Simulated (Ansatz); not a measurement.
# C2H2Se: one species, many methods

How much do the methods differ for C2H2Se? The plan is to run it at one geometry with functionals of several rungs and with coupled cluster, and see how far each lands from CCSD(T) at the basis-set limit for the atomisation energy.

Method: functionals in def2-TZVPP, the program's frozen cores in correlated methods; program: Ansatz 0.2.0, Gaussian basis.

Plan: LDA (SPW92), PBE-D4, revPBE-D4, BLYP-D4, r2SCAN-D4, B97M-V, PBE0-D4, B3LYP-D4, r2SCANh-D4, r2SCAN0-D4, HSE06-D4, BHLYP-D4, CAM-B3LYP-D4, LC-ωPBE, ωB97X-V, ωB97M-V, B2PLYP, PBE-QIDH; CCSD(T)/def2-SVP; CCSD(T)/def2-TZVPP; MP2/def2-QZVPP; extrapolation to the limit; RPA on PBE.

## Step 1: The relaxed structure

All runs share one geometry, relaxed beforehand with PBE0-D4 in a triple-zeta def2 set.

SMILES `C=C=[Se]`, 5 atoms, charge 0, spin multiplicity 1.

Atoms are counted from 1 here; the program's logs count them from 0.

Bond lengths: C1–C2 1.301 Å, C1–H4 1.085 Å, C1–H5 1.085 Å, C2–Se3 1.694 Å. Angles: C2–C1–H4 120.7°, C2–C1–H5 120.7°, H4–C1–H5 118.5°, C1–C2–Se3 180.0°.

## Step 2: LDA

This LDA is Slater exchange with PW92 correlation.

in.yaml reads:

```yaml
crystal:
  periodic: [false, false, false]
  atoms:
    - {symbol: C, position_ang: [0.453566, -0.441205, -0.174151]}
    - {symbol: C, position_ang: [-0.451787, 0.429217, 0.164298]}
    - {symbol: Se, position_ang: [-1.631135, 1.563054, 0.605228]}
    - {symbol: H, position_ang: [1.321387, -0.142397, -0.752694]}
    - {symbol: H, position_ang: [0.357870, -1.482270, 0.115919]}
basis:
  gaussian: {orbitals: def2-TZVPP}
hamiltonian: {xc: lda}
output: {orbitals: {seedname: orbitals}}
```

Launch:

```console
ansatz run in.yaml --threads 2 --pin off --events-out ev --progress --plain --max-ram 4352MiB
```

After this run come: PBE-D4 (GGA); revPBE-D4 (GGA); BLYP-D4 (GGA); r2SCAN-D4 (meta-GGA); B97M-V (meta-GGA); B3LYP-D4 (hybrid); r2SCANh-D4 (hybrid); r2SCAN0-D4 (hybrid); HSE06-D4 (hybrid); BHLYP-D4 (hybrid); CAM-B3LYP-D4 (range-separated); LC-ωPBE (range-separated); ωB97X-V (range-separated); ωB97M-V (range-separated); B2PLYP (double hybrid); PBE-QIDH (double hybrid); CCSD(T) in def2-SVP; CCSD(T) in def2-TZVPP; MP2 in def2-QZVPP; RPA on PBE orbitals.

Before running them: what should the planned runs give, taken together? Wanted: atomisation energy, CCSD(T)/CBS; farthest beyond LDA; mean size of error, GGA; mean size of error, meta-GGA; mean size of error, hybrid; mean size of error, range-separated; mean size of error, double hybrid; gap, smallest and largest; T1 diagnostic.

As calculated:

```
                               quantity                                                                           value
        atomisation energy, CCSD(T)/CBS                                                                   1917.4 kJ/mol
 functionals within 19.2 kJ/mol (1.0 %)  B97M-V, B3LYP-D4, r2SCANh-D4, CAM-B3LYP-D4, ωB97X-V, ωB97M-V, B2PLYP, PBE-QIDH
                    farthest beyond LDA                                                           PBE-D4 (+94.2 kJ/mol)
                mean size of error, GGA                                                                     53.8 kJ/mol
           mean size of error, meta-GGA                                                                     18.5 kJ/mol
             mean size of error, hybrid                                                                     29.9 kJ/mol
    mean size of error, range-separated                                                                     15.9 kJ/mol
      mean size of error, double hybrid                                                                      9.1 kJ/mol
              gap, smallest and largest                                            2.17 eV (BLYP-D4), 8.75 eV (LC-ωPBE)
                          T1 diagnostic                                                                          0.0162
triples share of the correlation energy                                                                           4.9 %
```

What this shows: LDA overbinds by 344.3 kJ/mol (18 %). PBE-D4 is off by +94.2 kJ/mol. Double hybrids carry the basis error of their MP2 part in triple zeta, and no dispersion term here, so their miss is partly the set-up's. The rungs double hybrid, range-separated, meta-GGA miss on average by less than the doubt on the reference (19.2 kJ/mol), so they tie; GGA functionals have the largest mean beyond LDA (53.8 kJ/mol). Misses under about 19.2 kJ/mol are within the doubt on the reference itself, which lacks core-valence correlation, relativity and higher excitations, and its outer-core shells are covered unevenly. All levels share the lack of spin-orbit coupling, which lowers the free heavy atoms and so the true binding. Hartree-Fock recovers 68 % of the binding; the rest is correlation. CCSD(T) in def2-SVP is off by -105.6 kJ/mol, more than most functionals: a good method in a small basis is no reference. The gap grows from 2.2 to 8.8 eV across the functionals, mostly with the share of exact exchange. The restricted reference is unstable towards a spin-broken one. Correlated methods include outer-core shells of Se, which these sets cover unevenly.
